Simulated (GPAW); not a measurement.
The system is InSb3.

```
CELL_PARAMETERS angstrom
4.80637 0.00000 0.00000
0.00000 4.80637 0.00000
0.00000 0.00000 4.80637
ATOMIC_POSITIONS crystal
Sb 0.50000 0.50000 0.00000
Sb 0.00000 0.50000 0.50000
Sb 0.50000 0.00000 0.50000
In 0.00000 0.00000 0.00000
```

The cell comes from a database or a generator and needn't be the stable form of this composition.

| Quantity | Value |
| --- | --- |
| Program | GPAW 26.7.0 |
| Task | relaxation of cell and atoms |
| Functional | PBEsol |
| Dispersion | D3 |
| Potentials or basis | PAW data sets generated in the run's folder for this functional |
| Cutoff | 600 eV |
| Basis | pw |
| k mesh | 5 × 5 × 5 |
| Occupations | fermi-dirac, width 0.05 eV |
| Spin | no spin polarisation |

At the start: pressure -3.9 GPa; volume 27.76 Å³/atom.

Problem. How do energy, volume and symmetry change on relaxing?

Solution. Over 4 steps the energy falls by 25.6 meV/atom and the volume is 25.81 Å³/atom (-7.0 %); space group Pm-3m (No. 221, to 0.05 Å).

The path:
```csv
step,energy change (eV),largest force (eV/Å),pressure (GPa),volume (Å³)
1,0.0000,0.0000,-3.91,111.03
2,-0.0188,0.0000,-3.59,110.23
3,-0.1011,0.0000,0.51,102.36
4,-0.1026,0.0000,-0.05,103.24
```

Final structure:
```xyz
4
Lattice="4.6912 0.0000 0.0000 0.0000 4.6912 0.0000 0.0000 0.0000 4.6912" Properties=species:S:1:pos:R:3 pbc="T T T"
Sb    2.3456    2.3456    0.0000
Sb    0.0000    2.3456    2.3456
Sb    2.3456    0.0000    2.3456
In    0.0000    0.0000    0.0000
```

Caveat: later steps reuse the first step's grids; pairwise dispersion overbinds metals, which lowers pressure and volume.
